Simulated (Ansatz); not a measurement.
# AlCl2 (element-swapped structure): how the settings move a single-point run

Computed with Ansatz 0.2.0 (reference: DFT PBE, plane waves, PAW, scalar-relativistic, no spin polarisation, unless a step's input says otherwise).

## 1. Starting point

Symmetry: Ibam, No. 72, orthorhombic system. Conventional cell: a = 5.448 Å, b = 10.179 Å, c = 5.423 Å, α = 90.00°, β = 90.00°, γ = 90.00°. Around Cl (site symmetry m) lie 2 Al at 2.14 Å. Al (site symmetry 222) is surrounded by 4 Cl at 2.14 Å.

Structure file:

```
Cl Al
1.0
     0.00000    0.00000    5.42255
     5.44799    0.00000    0.00000
     2.72399    5.08945   -2.71128
Cl Al
4 2
Direct
  0.11501 0.09919 0.23002
  0.88499 0.90081 0.76998
  0.38499 0.32921 0.76998
  0.61501 0.67079 0.23002
  0.25000 0.00000 0.00000
  0.75000 0.00000 0.00000
```

## 2. Reference

Contents of input.yaml:

```yaml
crystal:
  lattice:
    - [0.0, 0.0, 5.422553]
    - [5.447988, 0.0, 0.0]
    - [2.723994, 5.089452, -2.711276]
  atoms:
    - { symbol: Cl, position: [0.11501, 0.09919, 0.23002] }
    - { symbol: Cl, position: [0.88499, 0.90081, 0.76998] }
    - { symbol: Cl, position: [0.38499, 0.32921, 0.76998] }
    - { symbol: Cl, position: [0.61501, 0.67079, 0.23002] }
    - { symbol: Al, position: [0.25, 0.0, 0.0] }
    - { symbol: Al, position: [0.75, 0.0, 0.0] }
  symmetry: { tolerance: 0.0003 }
kpoints:
  mp_grid: { grid: [4, 4, 4], shift: [0, 0, 0] }
magnetization:
  spin_polarized: false
scf:
  occupations: { method: fermi_dirac }
hamiltonian:
  pseudopotentials: { kind: paw }
  xc: pbe
basis:
  ecutwfc: 420
output:
  forces: true
  stress: true
  eigenvalues: true
```

Launch:

```
$ ansatz run input.yaml --threads 1 --pin off --max-ram 2560MiB --backend cpu --events-out ev --progress --plain --runs-dir out
```

Q: Estimate wall time and peak memory on 1 thread of Intel Xeon Platinum 8488C (Sapphire Rapids), shared host.

About 3 s, with a peak of 0.44 GiB.
